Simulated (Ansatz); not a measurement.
# TeH2O (SMILES O[TeH]): single points off equilibrium

The task here is to estimate one member of a computed series from the others.

The runs use Ansatz 0.2.0, Gaussian basis; single points in def2-TZVPP.

Correlated methods freeze the cores. Filled d shells of the heavier atoms are correlated. Core potentials replace the inner electrons past krypton, and spin-orbit coupling is left out.

1 further run of the same task is left out (it didn't finish).

### The system as given

SMILES `O[TeH]`, 4 atoms, charge 0, spin multiplicity 1.

Atoms are counted from 1 here; the program's logs count them from 0.

Bond lengths: O1–Te2 2.032 Å, O1–H3 0.932 Å, Te2–H4 1.647 Å. Angles: Te2–O1–H3 113.3°, O1–Te2–H4 92.2°.

Coordinates:

```xyz
4

O    -0.4813   -0.7127    0.6455
Te    0.4400    1.0513    0.2355
H     0.0883   -1.4488    0.5897
H    -0.1525    1.0754   -1.3010
```

Set-up of the first run:

File run/in.yaml:

```yaml
crystal:
  periodic: [false, false, false]
  atoms:
    - {symbol: O, position_ang: [-0.481327, -0.712725, 0.645465]}
    - {symbol: Te, position_ang: [0.439955, 1.051264, 0.235497]}
    - {symbol: H, position_ang: [0.088261, -1.448756, 0.589693]}
    - {symbol: H, position_ang: [-0.152478, 1.075414, -1.301025]}
basis:
  gaussian: {orbitals: def2-TZVPP}
hamiltonian: {xc: pbe, dispersion: d4}
output: {forces: true}
```

On the command line:

```
$ ansatz run in.yaml --threads 2 --pin off --events-out ev --progress --plain --max-ram 3481MiB
```

Steps of the session up to this table: PBE-D4/def2-TZVPP; r2SCAN-D4/def2-TZVPP; PBE0-D4/def2-TZVPP; wB97M-V/def2-TZVPP; CCSD(T)/def2-TZVPP.

One table of the session follows, with a row left open; its other results are not shown here.

```
   method  RMS force component (eV/Å)  angle to CCSD(T) forces (°)  dipole (D)
   PBE-D4                       1.049                         17.1        1.49
r2SCAN-D4                       0.944                          6.0        1.53
  PBE0-D4                       0.945                          5.7        1.61
  wB97M-V                           ?                            ?           ?
  CCSD(T)                       0.943                    reference        1.62
```

Q: Estimate the row for wB97M-V from the others.

**Answer.** RMS force component (eV/Å): 0.951; angle to CCSD(T) forces (°): 5.0; dipole (D): 1.70. In the column «RMS force component (eV/Å)» it lies between PBE0-D4 (0.945) and PBE-D4 (1.049).
